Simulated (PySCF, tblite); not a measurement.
# Si₄H₉O radical, a small gas-phase stand-in for a defect centre (Si site with back bonds [SiH3], [SiH3], O[SiH3]): EPR parameters

What EPR parameters should one expect for `[SiH3]O[Si]([SiH3])[SiH3]`? It is drawn as: dangling bond.

Programs: tblite 0.8.0 and PySCF 2.14.0. All values are calculated, for the isolated system unless a continuum is named. Atoms count from 0, parts from 1.

### 1 The system as given

14 atoms, charge 0, multiplicity 2; geometry: distance geometry start.

### 2 Geometry optimisation with GFN2-xTB

The job: settings as JSON, then the geometry in Å.

```
{"job": {"kind": "relax", "xc": "GFN2-xTB", "basis": "xTB"}, "charge": 0, "multiplicity": 2}
Si     0.096081     0.478106    -1.093198
Si     0.105743     2.210840     0.404703
Si     2.065524    -0.660567    -0.632844
O     -1.240172    -0.498613    -0.927337
Si    -2.016267    -1.435519     0.179403
H      0.082262     1.733510     1.794230
H      1.299946     3.065683     0.169679
H     -1.117858     3.059415     0.187021
H      2.191841    -1.811942    -1.557801
H      3.239870     0.222145    -0.840447
H      2.056260    -1.159612     0.765483
H     -3.219028    -2.025091    -0.395856
H     -2.395932    -0.569240     1.357034
H     -1.107473    -2.500354     0.641205
```

Level: GFN2-xTB geometry optimisation, gas phase.

The run is started by

```
> OMP_NUM_THREADS=1 python cluster_run.py task.json out
```

This one command runs all jobs of the session in turn.

The program printed:

```text
step      E/eV     max force
  0    -424.75596    0.927
  1    -424.80165    0.560
  2    -424.85124    0.535
  3    -424.86726    0.482
  4    -424.92183    0.390
  5    -424.93245    0.346
  6    -424.95288    0.323
  7    -424.95935    0.294
  8    -424.96809    0.256
  9    -424.97444    0.260
 10    -424.98280    0.271
 11    -424.99025    0.266
 12    -424.99619    0.210
 13    -425.00003    0.152
 14    -425.00271    0.137
 15    -425.00482    0.131
 16    -425.00695    0.153
 17    -425.00904    0.111
 18    -425.01123    0.119
 19    -425.01400    0.159
 20    -425.01777    0.180
 21    -425.02173    0.179
 22    -425.02495    0.143
 23    -425.02822    0.153
 24    -425.03312    0.219
 25    -425.04141    0.324
 26    -425.05338    0.399
 27    -425.06609    0.329
 28    -425.07491    0.146
 29    -425.07780    0.120
 30    -425.07935    0.095
 31    -425.08096    0.081
 32    -425.08275    0.099
 33    -425.08491    0.149
 34    -425.08740    0.153
 35    -425.08933    0.095
 36    -425.09017    0.049
 37    -425.09047    0.044
 38    -425.09072    0.048
 39    -425.09104    0.053
 40    -425.09140    0.047
 41    -425.09174    0.039
 42    -425.09199    0.036
 43    -425.09212    0.025
 44    -425.09219    0.016
 45    -425.09221    0.016
 46    -425.09223    0.015
 47    -425.09227    0.014
 48    -425.09234    0.017
 49    -425.09243    0.020
 50    -425.09250    0.016
 51    -425.09254    0.014
 52    -425.09257    0.013
 53    -425.09261    0.019
 54    -425.09270    0.029
 55    -425.09285    0.036
 56    -425.09302    0.030
 57    -425.09315    0.019
 58    -425.09322    0.018
 59    -425.09329    0.021
 60    -425.09338    0.029
 61    -425.09352    0.034
 62    -425.09367    0.026
 63    -425.09376    0.014
 64    -425.09379    0.012
 65    -425.09381    0.011
 66    -425.09383    0.012
 67    -425.09385    0.013
 68    -425.09390    0.019
 69    -425.09396    0.020
 70    -425.09404    0.020
 71    -425.09412    0.020
 72    -425.09419    0.021
 73    -425.09426    0.024
 74    -425.09431    0.017
 75    -425.09434    0.017
 76    -425.09436    0.013
 77    -425.09438    0.011
 78    -425.09440    0.011
 79    -425.09441    0.010
 80    -425.09442    0.007
```

Run time: 6.3 s. Hardware: 1 thread of Intel Xeon Platinum 8259CL at 2.50GHz, shared host.

Along the way:

| step | energy from step 0 (eV) | largest force (eV/Å) |
| --- | --- | --- |
| 0 | 0.0000 | 0.9266 |
| 3 | -0.1113 | 0.4814 |
| 6 | -0.1969 | 0.3222 |
| 9 | -0.2185 | 0.2599 |
| 12 | -0.2402 | 0.2105 |
| 15 | -0.2489 | 0.1319 |
| 18 | -0.2553 | 0.1190 |
| 21 | -0.2658 | 0.1785 |
| 24 | -0.2772 | 0.2190 |
| 27 | -0.3101 | 0.3290 |
| 30 | -0.3234 | 0.0948 |
| 33 | -0.3289 | 0.1489 |
| 36 | -0.3342 | 0.0492 |
| 39 | -0.3351 | 0.0526 |
| 42 | -0.3360 | 0.0364 |
| 45 | -0.3363 | 0.0156 |
| 48 | -0.3364 | 0.0164 |
| 51 | -0.3366 | 0.0139 |
| 54 | -0.3367 | 0.0289 |
| 57 | -0.3372 | 0.0187 |
| 60 | -0.3374 | 0.0290 |
| 63 | -0.3378 | 0.0136 |
| 66 | -0.3379 | 0.0117 |
| 69 | -0.3380 | 0.0196 |
| 72 | -0.3382 | 0.0208 |
| 75 | -0.3384 | 0.0166 |
| 78 | -0.3384 | 0.0110 |
| 80 | -0.3385 | 0.0071 |

Distances of close pairs at the start and the end, largest changes first:

| bond | before (Å) | after (Å) | change (Å) |
| --- | --- | --- | --- |
| Si4–H12 | 1.510 | 1.463 | -0.047 |
| O3–Si4 | 1.645 | 1.609 | -0.036 |
| Si1–H7 | 1.505 | 1.471 | -0.034 |
| Si1–H6 | 1.487 | 1.470 | -0.017 |
| Si0–Si1 | 2.290 | 2.307 | +0.017 |
| Si0–O3 | 1.663 | 1.649 | -0.015 |
| Si0–Si2 | 2.321 | 2.307 | -0.014 |
| Si2–H9 | 1.484 | 1.470 | -0.014 |

### 3 Geometry optimisation at PBE0-D3(BJ)/def2-SVP

The job: settings as JSON, then the geometry in Å.

```
{"job": {"xc": "PBE0", "basis": "def2-SVP", "d3": "d3bj", "grid": 2, "kind": "geom", "shake": 0.01}, "charge": 0, "multiplicity": 2}
Si     0.335458     0.451676    -0.732570
Si    -0.072474     2.417152     0.442623
Si     2.154394    -0.890385    -0.745829
O     -0.903033    -0.512614    -0.330067
Si    -2.053517    -1.502327     0.283072
H     -0.229751     2.400013     1.907787
H      1.094857     3.297690     0.194922
H     -1.246035     3.133065    -0.048789
H      2.121876    -1.870292    -1.806859
H      3.327247    -0.019819    -0.987019
H      2.529436    -1.676300     0.465148
H     -3.001319    -1.748638    -0.773922
H     -2.684286    -0.783073     1.415953
H     -1.379330    -2.710754     0.729960
```

The program printed:

```text
step   0  E = -1237.61610150  max force = 0.024654
step   1  E = -1237.62722867  max force = 0.014049
step   2  E = -1237.62931326  max force = 0.006028
step   3  E = -1237.62976978  max force = 0.001462
step   4  E = -1237.62994780  max force = 0.001664
step   5  E = -1237.63015730  max force = 0.002241
step   6  E = -1237.63019263  max force = 0.001071
step   7  E = -1237.63020080  max force = 0.000472
step   8  E = -1237.63020535  max force = 0.000478
step   9  E = -1237.63021766  max force = 0.001527
step  10  E = -1237.63024799  max force = 0.002917
step  11  E = -1237.63032918  max force = 0.003603
step  12  E = -1237.63040506  max force = 0.001207
step  13  E = -1237.63043868  max force = 0.000743
step  14  E = -1237.63046056  max force = 0.000990
step  15  E = -1237.63059226  max force = 0.002900
step  16  E = -1237.63072016  max force = 0.004832
step  17  E = -1237.63084998  max force = 0.003150
step  18  E = -1237.63104938  max force = 0.000823
step  19  E = -1237.63108075  max force = 0.000678
step  20  E = -1237.63110484  max force = 0.000789
step  21  E = -1237.63112481  max force = 0.000604
step  22  E = -1237.63113716  max force = 0.000434
optimisation converged
```

It took 6.9 min on 1 thread of Intel Xeon Platinum 8259CL at 2.50GHz, shared host; peak memory 0.72 GiB.

The steps of the relaxation:

| step | energy from step 0 (eV) | largest force component (eV/Å) |
| --- | --- | --- |
| 0 | 0.0000 | 1.2678 |
| 1 | -0.3028 | 0.7224 |
| 2 | -0.3595 | 0.3100 |
| 3 | -0.3719 | 0.0752 |
| 4 | -0.3768 | 0.0856 |
| 5 | -0.3825 | 0.1152 |
| 6 | -0.3834 | 0.0551 |
| 7 | -0.3837 | 0.0243 |
| 8 | -0.3838 | 0.0246 |
| 9 | -0.3841 | 0.0785 |
| 10 | -0.3849 | 0.1500 |
| 11 | -0.3872 | 0.1853 |
| 12 | -0.3892 | 0.0621 |
| 13 | -0.3901 | 0.0382 |
| 14 | -0.3907 | 0.0509 |
| 15 | -0.3943 | 0.1491 |
| 16 | -0.3978 | 0.2485 |
| 17 | -0.4013 | 0.1620 |
| 18 | -0.4068 | 0.0423 |
| 19 | -0.4076 | 0.0349 |
| 20 | -0.4083 | 0.0406 |
| 21 | -0.4088 | 0.0311 |
| 22 | -0.4091 | 0.0223 |

Distances of close pairs at the start and the end, largest changes first:

| bond | before (Å) | after (Å) | change (Å) |
| --- | --- | --- | --- |
| Si0–Si2 | 2.260 | 2.351 | +0.090 |
| Si0–O3 | 1.620 | 1.672 | +0.052 |
| Si2–H8 | 1.445 | 1.495 | +0.051 |
| Si4–H11 | 1.441 | 1.491 | +0.050 |
| Si4–H13 | 1.454 | 1.497 | +0.042 |
| Si1–H7 | 1.460 | 1.495 | +0.035 |
| O3–Si4 | 1.637 | 1.662 | +0.025 |
| Si1–H5 | 1.474 | 1.499 | +0.025 |

The final coordinates are the input of the step that follows.

| at the end point | value |
| --- | --- |
| point group (found at 0.08 Å tolerance) | C1 |
| rotational constants (GHz, main isotopes) | 1.922, 1.197, 0.797 |
| dipole moment (D) | 0.51 |
| ⟨S²⟩ | 0.754 |

### 4 EPR parameters: B3LYP/IGLO-III+pcH-1

The job: settings as JSON, then the geometry in Å.

```
{"job": {"kind": "epr"}, "charge": 0, "multiplicity": 2}
Si     0.033600     0.583985    -0.782125
Si     0.216964     2.597572     0.401885
Si     1.901427    -0.825731    -0.560335
O     -1.380878    -0.183728    -0.329115
Si    -2.001666    -1.658057     0.122387
H      0.200758     2.370336     1.883004
H      1.513326     3.241796     0.024493
H     -0.908351     3.516244     0.050543
H      1.790490    -2.003593    -1.475111
H      3.105887    -0.023404    -0.938896
H      2.078175    -1.333292     0.838987
H     -2.970161    -2.129438    -0.908099
H     -2.695962    -1.515735     1.433772
H     -0.890117    -2.651591     0.253037
```

With the program's defaults for keys left out, this is: UKS B3LYP, IGLO-III on O Si, pcH-1 on H, non-relativistic, mean-field spin-orbit, GIAO.

The program printed:

```text
UKS, coarse grid
  cycle   1  E = -1238.66126030  |g| = 6.23e-01
  cycle   2  E = -1238.07185485  |g| = 1.34e+00
  cycle   3  E = -1238.78427909  |g| = 1.12e-01
  cycle   4  E = -1238.78993465  |g| = 3.39e-02
  cycle   5  E = -1238.79050847  |g| = 7.21e-03
  cycle   6  E = -1238.79053656  |g| = 2.17e-03
  cycle   7  E = -1238.79053860  |g| = 7.13e-04
UKS, final grid
  cycle   1  E = -1238.79057195  |g| = 7.62e-04
  cycle   2  E = -1238.79057175  |g| = 1.07e-03
  cycle   3  E = -1238.79057223  |g| = 2.24e-04
  cycle   4  E = -1238.79057225  |g| = 3.16e-05
  cycle   5  E = -1238.79057225  |g| = 1.26e-05
E = -1238.79057225 Eh   <S^2> = 0.7531 (exact 0.7500)
g shifts (ppm)      1          2          3
  rmc          -148       -148       -148
  gc             39         14         56
  oz_so        -797       -157       4285
  total        -906       -290       4194
hyperfine (MHz)  atom isotope    a_iso     a_fc   dipolar eigenvalues
    0  29Si    -439.03    -440.20   -144.11     71.03     73.08
    1  29Si     -49.19     -49.28    -13.11      5.14      7.97
    2  29Si     -42.38     -42.46    -11.75      4.39      7.36
    3   17O     -24.88     -24.79    -24.01     11.62     12.39
    4  29Si      -3.85      -3.86     -1.80      0.86      0.94
    5    1H      62.52      62.51     -2.41     -0.25      2.67
    6    1H      -2.55      -2.56     -2.46     -1.22      3.67
    7    1H      -0.40      -0.40     -2.36     -1.14      3.50
    8    1H      -0.34      -0.34     -2.33     -1.12      3.44
    9    1H      -3.45      -3.45     -2.47     -1.23      3.70
   10    1H      64.03      64.03     -2.34     -0.24      2.58
   11    1H       0.42       0.42     -1.13     -0.96      2.10
   12    1H       6.39       6.39     -1.01     -0.91      1.92
   13    1H      -0.42      -0.43     -1.30     -1.05      2.34
```

Run time: 86 s. Hardware: 1 thread of Intel Xeon Platinum 8259CL at 2.50GHz, shared host; peak memory 1.1 GiB.

Principal g values 2.00141, 2.00203, 2.00651; g(iso) = 2.00332, against 2.00232 for a free electron.

Hyperfine couplings, nucleus by nucleus at this fixed geometry (no averaging over rotations):

| nuclei | isotope | a(iso) (MHz) | a(iso) (G, at g = 2.0023) | largest dipolar term (MHz) |
| --- | --- | --- | --- | --- |
| Si0 | 29Si | -439.0 | -156.7 | -144.1 |
| H10 | 1H | 64.0 | 22.8 | 2.6 |
| H5 | 1H | 62.5 | 22.3 | 2.7 |
| Si1 | 29Si | -49.2 | -17.6 | -13.1 |
| Si2 | 29Si | -42.4 | -15.1 | -11.7 |
| O3 | 17O | -24.9 | -8.9 | -24.0 |
| H12 | 1H | 6.4 | 2.3 | 1.9 |
| Si4 | 29Si | -3.8 | -1.4 | -1.8 |
| H9 | 1H | -3.5 | -1.2 | 3.7 |
| H6 | 1H | -2.6 | -0.9 | 3.7 |
| H13 | 1H | -0.4 | -0.2 | 2.3 |
| H11 | 1H | 0.4 | 0.2 | 2.1 |
| H7 | 1H | -0.4 | -0.1 | 3.5 |
| H8 | 1H | -0.3 | -0.1 | 3.4 |

Mulliken spin populations:

Si0 0.84; Si1 0.03; Si2 0.02; O3 0.04; Si4 0.00; H5 0.03; H6 0.00; H7 0.00; H8 0.00; H9 0.00; H10 0.03; H11 0.00; H12 0.00; H13 0.00

In first order the couplings over 0.8 MHz of 1H give 32 distinct lines over 49.6 G.

### 5 g tensor and hyperfine couplings: BHandHLYP/IGLO-III+pcH-1

Settings changed since step 4:

```diff
@@ -1,2 +1,2 @@
-{"job": {"kind": "epr"}, "charge": 0, "multiplicity": 2}
+{"job": {"kind": "epr", "xc": "BHandHLYP"}, "charge": 0, "multiplicity": 2}
 Si     0.033600     0.583985    -0.782125
```

With the program's defaults for keys left out, this is: UKS BHandHLYP, IGLO-III on O Si, pcH-1 on H, non-relativistic, mean-field spin-orbit, GIAO.

The program printed:

```text
UKS, coarse grid
  cycle   1  E = -1238.54728618  |g| = 5.27e-01
  cycle   2  E = -1238.45762878  |g| = 7.33e-01
  cycle   3  E = -1238.65284453  |g| = 5.44e-02
  cycle   4  E = -1238.65439353  |g| = 1.54e-02
  cycle   5  E = -1238.65454231  |g| = 2.88e-03
  cycle   6  E = -1238.65455753  |g| = 1.29e-03
  cycle   7  E = -1238.65456113  |g| = 4.06e-04
UKS, final grid
  cycle   1  E = -1238.65458303  |g| = 2.44e-04
  cycle   2  E = -1238.65458310  |g| = 1.78e-04
  cycle   3  E = -1238.65458312  |g| = 7.42e-05
  cycle   4  E = -1238.65458313  |g| = 5.18e-05
  cycle   5  E = -1238.65458314  |g| = 3.56e-06
E = -1238.65458314 Eh   <S^2> = 0.7549 (exact 0.7500)
g shifts (ppm)      1          2          3
  rmc          -149       -149       -149
  gc             41         11         56
  oz_so        -893       -189       3999
  total       -1001       -326       3906
hyperfine (MHz)  atom isotope    a_iso     a_fc   dipolar eigenvalues
    0  29Si    -474.13    -475.31   -149.19     73.74     75.45
    1  29Si     -48.57     -48.65    -13.16      4.63      8.53
    2  29Si     -42.86     -42.94    -12.03      3.95      8.07
    3   17O     -29.68     -29.60    -22.78     10.96     11.82
    4  29Si      -2.89      -2.90     -1.63      0.74      0.88
    5    1H      61.07      61.07     -2.31     -0.30      2.60
    6    1H      -2.84      -2.84     -2.44     -1.25      3.69
    7    1H      -1.82      -1.81     -2.36     -1.18      3.53
    8    1H      -1.71      -1.71     -2.34     -1.15      3.49
    9    1H      -3.71      -3.71     -2.47     -1.26      3.73
   10    1H      62.66      62.66     -2.25     -0.28      2.53
   11    1H      -0.49      -0.49     -1.12     -0.97      2.09
   12    1H       5.07       5.07     -0.98     -0.90      1.88
   13    1H      -0.54      -0.55     -1.28     -1.07      2.35
```

Wall time 96 s (1 thread of Intel Xeon Platinum 8259CL at 2.50GHz, shared host); peak memory 0.99 GiB.

In short: g(iso) 2.00318.

### 6 Side by side: EPR parameters

g, ⟨S²⟩ and isotropic hyperfine couplings (MHz), with basis size and wall time:

| run | g(iso) | ⟨S²⟩ | 29Si Si0 | 1H H10 | 1H H5 | 29Si Si1 | 29Si Si2 | functions | time |
| --- | --- | --- | --- | --- | --- | --- | --- | --- | --- |
| B3LYP/IGLO-III+pcH-1 | 2.00332 | 0.753 | -439.0 | 64.0 | 62.5 | -49.2 | -42.4 | 301 | 86 s |
| BHandHLYP/IGLO-III+pcH-1 | 2.00318 | 0.755 | -474.1 | 62.7 | 61.1 | -48.6 | -42.9 | 301 | 96 s |

### 7 What came out

```
                            quantity                    value
                         point group                       C1
rotational constants (main isotopes)     1.92, 1.20, 0.80 GHz
                      g(iso) (B3LYP)                  2.00332
                                ⟨S²⟩       0.753 (exact 0.75)
                      largest a(iso)  29Si on Si0, -439.0 MHz
```

What this shows: The start of the PBE0/def2-SVP relaxation was shaken at random by about 0.01 Å, so part of the energy gained, and of the first lengths quoted, undoes that. Relaxing lowered the energy by 0.409 eV in 22 steps; the close pair that moved most is Si0–Si2, from 2.260 to 2.351 Å (PBE0/def2-SVP). Most of the unpaired spin sits on Si0 (0.84 e). The isotropic g lies 1.0 ppt above the free-electron value. The coupling of 29Si on Si0 runs from -474.1 (BHandHLYP/IGLO-III+pcH-1) to -439.0 MHz (B3LYP/IGLO-III+pcH-1). A capped cluster stands for the solid here, so long-range fields and strain are missing, and bands or shifts of the capping hydrogens have no counterpart in it.
